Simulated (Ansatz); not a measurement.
# CH4AlFN2: up Jacob's ladder to CCSD(T)

An exercise on one series of results from a longer session: the logs are not shown, and one member is left open.

Program: Ansatz 0.2.0, Gaussian basis. Level of theory: functionals in def2-TZVPP, the program's frozen cores in correlated methods. These are calculated values, not measurements.

The runs, in order: LDA (SPW92), PBE-D4, revPBE-D4, BLYP-D4, r2SCAN-D4, B97M-V, PBE0-D4, B3LYP-D4, r2SCANh-D4, r2SCAN0-D4, HSE06-D4, BHLYP-D4, CAM-B3LYP-D4, LC-ωPBE, ωB97X-V, ωB97M-V, B2PLYP, PBE-QIDH; CCSD(T)/def2-SVP; CCSD(T)/def2-TZVPP; MP2/def2-QZVPP; extrapolation to the limit; RPA on PBE.

## The relaxed structure

The geometry comes from an earlier relaxation with PBE0-D4 in a triple-zeta def2 set; it is a stationary point, not always the lowest conformer.

9 atoms, charge 0, spin multiplicity 1.

Atoms are counted from 1 here; the program's logs count them from 0.

Bond lengths: N1–C2 1.264 Å, N1–H6 1.021 Å, C2–N3 1.388 Å, C2–H7 1.094 Å, N3–Al4 1.786 Å, N3–H8 1.011 Å, Al4–F5 1.646 Å, Al4–H9 1.566 Å. Angles: C2–N1–H6 112.5°, N1–C2–N3 128.7°, N1–C2–H7 117.6°, N3–C2–H7 113.6°, C2–N3–Al4 130.2°, C2–N3–H8 112.0°, Al4–N3–H8 117.8°, N3–Al4–F5 117.8°, N3–Al4–H9 120.7°, F5–Al4–H9 121.5°.

Set-up of the first run:

Input file in.yaml:

```yaml
crystal:
  periodic: [false, false, false]
  atoms:
    - {symbol: N, position_ang: [0.868787, -0.641777, 1.621238]}
    - {symbol: C, position_ang: [1.191659, 0.037904, 0.605344]}
    - {symbol: N, position_ang: [0.409131, 0.398391, -0.483486]}
    - {symbol: Al, position_ang: [-1.303435, 0.040553, -0.841779]}
    - {symbol: F, position_ang: [-2.146184, -0.854877, 0.252850]}
    - {symbol: H, position_ang: [-0.105773, -0.944885, 1.595497]}
    - {symbol: H, position_ang: [2.219956, 0.405693, 0.547046]}
    - {symbol: H, position_ang: [0.926238, 0.947702, -1.156523]}
    - {symbol: H, position_ang: [-1.971781, 0.565196, -2.157287]}
basis:
  gaussian: {orbitals: def2-TZVPP}
hamiltonian: {xc: lda}
output: {orbitals: {seedname: orbitals}}
```

Run with:

```sh
ansatz run in.yaml --threads 2 --pin off --events-out ev --progress --plain --max-ram 4352MiB
```

Steps of the session up to this table: LDA; PBE-D4 (GGA); revPBE-D4 (GGA); BLYP-D4 (GGA); r2SCAN-D4 (meta-GGA); B97M-V (meta-GGA); PBE0-D4 (hybrid); B3LYP-D4 (hybrid); r2SCANh-D4 (hybrid); r2SCAN0-D4 (hybrid); HSE06-D4 (hybrid); BHLYP-D4 (hybrid); CAM-B3LYP-D4 (range-separated); LC-ωPBE (range-separated); ωB97X-V (range-separated); ωB97M-V (range-separated); B2PLYP (double hybrid); PBE-QIDH (double hybrid).

One of the session's tables, all rows but one given; the rest of the session is left out.

It belongs to the step «Orbital energies across the functionals». 

| functional | HOMO (eV) | gap (eV) |
| --- | --- | --- |
| LDA (SPW92) | -6.23 | 4.10 |
| PBE-D4 | -6.12 | 4.25 |
| revPBE-D4 | -6.07 | 4.30 |
| BLYP-D4 | -6.01 | 4.23 |
| r2SCAN-D4 | -6.44 | 4.90 |
| B97M-V | -6.46 | 4.75 |
| PBE0-D4 | -7.42 | 6.35 |
| B3LYP-D4 | -7.20 | 5.89 |
| r2SCANh-D4 | -6.89 | 5.64 |
| r2SCAN0-D4 | ? | ? |
| HSE06-D4 | -7.02 | 5.58 |
| BHLYP-D4 | -8.51 | 8.20 |
| CAM-B3LYP-D4 | -8.77 | 8.60 |
| LC-ωPBE | -10.14 | 11.11 |
| ωB97X-V | -9.75 | 10.60 |
| ωB97M-V | -9.66 | 10.22 |

Q: Estimate the row for r2SCAN0-D4 from the others.

Worked estimate for «HOMO (eV)». Against the share of exact exchange, r2SCAN-D4 (0, -6.44), r2SCANh-D4 (0.1, -6.89) give a slope of -4.50 per unit share; at 0.25 the line stands at -7.56.

The run gave: HOMO (eV): -7.58; gap (eV): 6.72. In «HOMO (eV)» the line misses by +0.02.
